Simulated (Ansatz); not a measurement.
**Al2Ge2F (element-swapped structure): how the settings move a single-point run**

Question: which choices in the input matter for Al2Ge2F (element-swapped structure)?

Method: reference: DFT PBE, plane waves, PAW, scalar-relativistic, no spin polarisation, in Ansatz 0.2.0.

**1. Starting point**

Symmetry: P-3m1, No. 164, trigonal system. The conventional cell has a = 3.948 Å, b = 3.948 Å, c = 6.318 Å, α = 90.00°, β = 90.00°, γ = 120.00°. Around Ge (site symmetry 3m) lie 4 Al at 2.35 to 2.38 Å and 3 F at 2.83 Å. Al (site symmetry 3m) is surrounded by 4 Ge at 2.35 to 2.38 Å and 3 Al at 2.90 Å and 3 F at 3.21 Å. Around F (site symmetry -3m) lie 6 Ge at 2.83 Å and 6 Al at 3.21 Å.

As a file:

```cif
data_structure
_symmetry_space_group_name_H-M 'P-3m1'
_symmetry_Int_Tables_number 164
_cell_length_a 3.9480
_cell_length_b 3.9480
_cell_length_c 6.3182
_cell_angle_alpha 90.000
_cell_angle_beta 90.000
_cell_angle_gamma 120.000
_cell_volume 85.28
loop_
_atom_site_label
_atom_site_type_symbol
_atom_site_symmetry_multiplicity
_atom_site_Wyckoff_symbol
_atom_site_fract_x
_atom_site_fract_y
_atom_site_fract_z
_atom_site_occupancy
Ge1 Ge 2 d 0.66667 0.33333 0.26545 1
Al1 Al 2 d 0.66667 0.33333 0.64230 1
F1 F 1 a 0.00000 0.00000 0.00000 1
```

**2. Reference**

The input, input.yaml:

```yaml
crystal:
  lattice:
    - [1.973978, 3.419027, 0.0]
    - [-1.973978, 3.419027, 0.0]
    - [0.0, 0.0, 6.318208]
  atoms:
    - { symbol: Ge, position: [0.3333, 0.3334, 0.26545] }
    - { symbol: Ge, position: [0.6667, 0.6666, 0.73455] }
    - { symbol: Al, position: [0.3333, 0.3334, 0.6423] }
    - { symbol: Al, position: [0.6667, 0.6666, 0.3577] }
    - { symbol: F, position: [0.0, 0.0, 0.0] }
  symmetry: { tolerance: 0.0003 }
kpoints:
  mp_grid: { grid: [5, 5, 3], shift: [0, 0, 0] }
magnetization:
  spin_polarized: false
scf:
  occupations: { method: fermi_dirac }
hamiltonian:
  pseudopotentials: { kind: paw }
  xc: pbe
basis:
  ecutwfc: 420
output:
  forces: true
  stress: true
  eigenvalues: true
```

Run with:

```
ansatz run input.yaml --threads 1 --pin off --max-ram 2560MiB --backend cpu --events-out ev --progress --plain --runs-dir out
```

**3. Changing settings: occupations.width 0.001, xc lda**

input.yaml, as its differences from that of step 2:

```diff
@@ -17,6 +17,6 @@
 scf:
-  occupations: { method: fermi_dirac }
+  occupations: { method: fermi_dirac, width: 0.001 }
 hamiltonian:
   pseudopotentials: { kind: paw }
-  xc: pbe
+  xc: lda
 basis:
@@ -27 +27,5 @@
   eigenvalues: true
+  write_density: true
+  write_potential: true
+  elf: true
+  volumetric_format: npy
```

**4. Changed: dr2_threshold 1.0e-06**

input.yaml, as its differences from that of step 2:

```diff
@@ -18,2 +18,3 @@
   occupations: { method: fermi_dirac }
+  convergence: { dr2_threshold: 1.0e-06 }
 hamiltonian:
```

**5. Variant: preconditioner resta**

input.yaml, as its differences from that of step 2:

```diff
@@ -18,2 +18,3 @@
   occupations: { method: fermi_dirac }
+  mixing: { preconditioner: resta }
 hamiltonian:
@@ -27 +28,5 @@
   eigenvalues: true
+  write_density: true
+  write_potential: true
+  elf: true
+  volumetric_format: npy
```

**6. The same system, input altered**

input.yaml, as its differences from that of step 2:

```diff
@@ -18,2 +18,3 @@
   occupations: { method: fermi_dirac }
+  max_iter: 80
 hamiltonian:
@@ -21,2 +22,3 @@
   xc: pbe
+  hubbard: { sites: [{ species: F, l: p, u_eff: -5.0 }] }
 basis:
```

(Steps that only read results are left out.)

**Question.** What will these runs give? Wanted: for each run, ending; energy change; pressure; gap; force.

As calculated:

```
                                               run     ending                                          energy change  pressure (GPa)  gap (eV)  force (eV/Å)  cycles   time
                                         reference  converged                                                      0            18.3      0.00          2.86       9  2.6 s
                1: occupations.width 0.001, xc lda  converged                                         not comparable            12.4      0.00          2.60       9  2.9 s
                          2: dr2_threshold 1.0e-06  converged                                           0.0 meV/atom            18.3      0.00          2.86       7  2.4 s
                           3: preconditioner resta  converged                                           0.0 meV/atom            18.3      0.00          2.86       8  3.2 s
4: hubbard.sites [{species: F, l: p, u_eff: -5.0}]  converged  -234.8 meV/atom (U changed: no physical gain or loss)            17.9      0.00          2.89      13  4.7 s
```

Times don't compare one to one where runs were asked for different outputs or read a saved state (see the inputs); cycles may leave out searches for a lower state.

Residual by cycle in the longest SCF loop of each run; runs are numbered as in the table. The quantity is the density residual dr2, in eV.

```
cycle  reference    run 1    run 2   run 3   run 4
    1     0.0523    0.114   0.0523  0.0523     295
    2     0.0211   0.0128   0.0211   0.104    48.2
    3    0.00304  0.00838  0.00304   0.014    16.4
    4     8.0e-4   0.0022   8.0e-4  4.0e-4    1.99
    5     8.8e-5   1.5e-4   8.8e-5  1.7e-5  0.0255
    6     8.0e-6   1.2e-5   8.0e-6  2.9e-6  0.0433
    8     1.1e-7   1.6e-5        -  1.3e-8  8.5e-5
    9     3.0e-9   5.4e-8        -       -  3.9e-5
   10          -        -        -       -  1.4e-5
   11          -        -        -       -  6.7e-6
   12          -        -        -       -  7.4e-7
   13          -        -        -       -  1.6e-8
```

What this shows: Of the converged runs whose energies compare with the reference's, none moves it noticeably. A changed U is a change of model: its shifts are not errors of convergence. The structure is not at rest: the sound run finds 18 GPa, so these are no properties of the relaxed crystal. 

The reference has limits of its own: it is run without spin, though an odd electron count or open d shells could carry moments; its mesh is coarse for a cell with so small a gap or none; the structure is made up and not relaxed.
